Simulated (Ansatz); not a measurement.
Runs of Ansatz 0.2.0 on Ta3AsAu2O13. Symmetry: P-6, No. 174, hexagonal system. The conventional cell has a = 5.452 Å, b = 5.452 Å, c = 9.579 Å, α = 90.00°, β = 90.00°, γ = 120.00°. Ta (site symmetry 3) is surrounded by 4 O at 1.86 to 2.04 Å. Ta (site symmetry -6) is surrounded by 6 O at 2.05 Å. As (site symmetry -6) is surrounded by 6 O at 1.91 Å. Au (site symmetry 3) has 6 O at 2.15 to 2.34 Å as nearest neighbours. O (site symmetry -6) is surrounded by 2 Ta at 1.86 Å. O (site symmetry 1) is surrounded by 1 As at 1.91 Å and 1 Ta at 2.14 Å and 1 Au at 2.15 Å. O (site symmetry 1) has 2 Ta at 2.04 to 2.05 Å and 1 Au at 2.34 Å as nearest neighbours. The cell was built by a generator and needn't be a form met in nature.

```tsv
task	level	potentials or basis	U	cell	k mesh	cutoff (eV)	basis error allowed	gap on the mesh (eV)	pressure (GPa)	relaxed volume (Å³/atom)	largest force (eV/Å)
relaxation of cell and atoms	PBEsol	all-electron PAW datasets made for the crystal	-	relaxed	4 × 4 × 2	-	-	none	0.0	12.50	0.01
band structure	RPBE	all-electron LAPW, scalar-relativistic	-	as given	4 × 4 × 2	483	0.003 eV/atom	-	(b)	-	0.28
band structure	PBEsol	all-electron LAPW, scalar-relativistic	-	as given	4 × 4 × 2	483	0.003 eV/atom	-	-6.2	-	0.28
projected density of states	PBE	all-electron LAPW, scalar-relativistic	-	as given	6 × 6 × 3	506	0.002 eV/atom	-	-0.1	-	0.21
band structure	PBE	all-electron LAPW, scalar-relativistic	-	as given	4 × 4 × 2	483	0.003 eV/atom	-	-0.1	-	0.21
density of states	PBE	all-electron PAW datasets made for the crystal	-	as given	4 × 4 × 2	560	-	none	-0.1	-	0.21
relaxation of cell and atoms	PBE	all-electron PAW datasets made for the crystal	-	relaxed	4 × 4 × 2	-	-	-	0.0	13.04	0.01
single point	PBE+U	all-electron LAPW, scalar-relativistic	Au d U = 6 eV, Ta d U = 6 eV	as given	4 × 4 × 2	483	0.003 eV/atom	none	3.9	-	0.82
band structure	LDA	all-electron LAPW, scalar-relativistic	-	as given	4 × 4 × 2	483	0.003 eV/atom	-	-11.0	-	0.47
band structure	revPBE	all-electron LAPW, scalar-relativistic	-	as given	4 × 4 × 2	483	0.003 eV/atom	-	2.8	-	0.26
single point	PBE	all-electron LAPW, scalar-relativistic	-	as given	6 × 6 × 3	483	0.003 eV/atom	none	-0.1	-	0.21
single point	PBE+U	all-electron LAPW, scalar-relativistic	Au d U = 3 eV, Ta d U = 3 eV	as given	4 × 4 × 2	483	0.003 eV/atom	none	1.7	-	(a)
```

Alike in all rows: no spin polarisation; smearing fermi-dirac 0.05 eV.

Question: Fill in the values left out.

Answer: (a) 0.45; (b) 3.8.

Caveats: the k mesh is thin for a metal, which can move the energy by tens of meV per atom (some runs); U is the effective U less J, on atomic orbitals that reach past the spheres (some runs); U without spin polarisation on a metal has little footing (some runs); the program warned that the printed levels may be off, so bands, gaps and densities of states are rough (some runs).

A k mesh can miss the band edges, and the runs leave out spin-orbit coupling on As, Au, Ta.

A gap of «none» marks a metal or a gap under the smearing width.

Not every run made on this cell is shown here.
